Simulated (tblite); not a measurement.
# C3H5B2F2O: the cost of one run

Computed with tblite 0.8.0 and PySCF 2.14.0, with density-fitted response routines of our own, on a single molecule in the gas phase. Atoms count from 0, in the outputs and in this text.

### 1 The starting structure

13 atoms, charge 0, multiplicity 2; geometry from: force field or distance geometry start.

Bonds of the start (Å): B0–O1 1.47, O1–B2 1.45, B2–F3 1.46, B2–C4 1.60, C4–C5 1.52, C5–C6 1.52, C6–F7 1.38, C6–C4 1.50, B0–H8 1.18, B0–H9 1.17, C4–H10 1.12, C5–H11 1.11, C6–H12 1.12.

### 2 Relaxing the molecule with GFN2-xTB

The job: settings as JSON, then the geometry in Å.

```
{"job": {"kind": "relax", "xc": "GFN2-xTB", "basis": "xTB"}, "charge": 0, "multiplicity": 2}
B      2.524300     0.453300    -0.302800
O      1.438800     0.917100     0.573900
B      0.251500     0.976100    -0.247800
F     -0.088300     2.214400    -0.949600
C     -0.748500    -0.268000    -0.331800
C     -2.134200     0.064800     0.202200
C     -1.195500    -0.837800     0.985600
F     -1.540900    -2.173200     0.930000
H      2.756800    -0.701300    -0.399100
H      3.186700     1.241600    -0.865900
H     -0.764400    -0.940600    -1.225100
H     -2.903500    -0.538500    -0.322900
H     -0.787200    -0.407400     1.935400
```

Run with:

```
$ OMP_NUM_THREADS=1 python probes_run.py task.json out
```

The driver reads the jobs from task.json and runs them one after another.

**Question.** How long does this first job take on 1 thread of Intel Xeon Platinum 8259CL at 2.50GHz, shared host?

About 1.2 s.
